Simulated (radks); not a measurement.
# Nuclear size and the levels of V²⁺

One table from this session's results is given with a row withheld; the runs are named, their logs left out.

The numbers are computed with radks (a radial shooting solver on a logarithmic mesh, Libxc functionals) version 1 (Dirac Kohn-Sham, BLYP, spin-unpolarised, spherical densities, finite nucleus; open shells are shared between the two j in proportion to 2j + 1), except any that are marked as measured or tabulated.

**What is computed**

```
element            : vanadium (Z = 23)
charge             : +2
electrons          : 21
configuration      : [Ar] 3d3
nuclear rms radius : 3.6002 fm
```

The outer shells:

V²⁺
```
[Ar] core
3d [↑ ][↑ ][↑ ][  ][  ]
```

The first run:

Settings of this run:

```text
Z 23
configuration [Ar] 3d3 4s0 4p0
relativity Dirac
functional b88,lyp
spin unpolarised
j_filling average
nucleus finite rms 3.6002 fm
c 137.035999084
```

Steps of the session up to this table: rms radius 3.6002 fm.

One of the session's tables, all rows but one given; the rest of the session is left out.

It belongs to the step «rms radius 3.6002 fm». Radial moments (bohr):

| level | <r> | outermost maximum (interpolated) | 90 % within | nodes |
| --- | --- | --- | --- | --- |
| 3s1/2 | 0.9484 | 0.819 | 1.42 | 2 |
| 3p1/2 | 1.010 | 0.840 | 1.56 | 1 |
| 3p3/2 | 1.018 | 0.846 | 1.57 | 1 |
| 3d3/2 | ? | ? | ? | ? |
| 3d5/2 | 1.330 | 0.886 | 2.28 | 0 |
| 4s1/2 | 2.799 | 2.47 | 4.09 | 3 |
| 4p1/2 | 3.285 | 2.89 | 4.83 | 2 |
| 4p3/2 | 3.303 | 2.91 | 4.85 | 2 |

**Question.** Estimate the row for 3d3/2.

The run gave: <r>: 1.326; outermost maximum (interpolated): 0.884; 90 % within: 2.28; nodes: 0. In the column «<r>» it lies between 3p3/2 (1.018) and 3d5/2 (1.330).
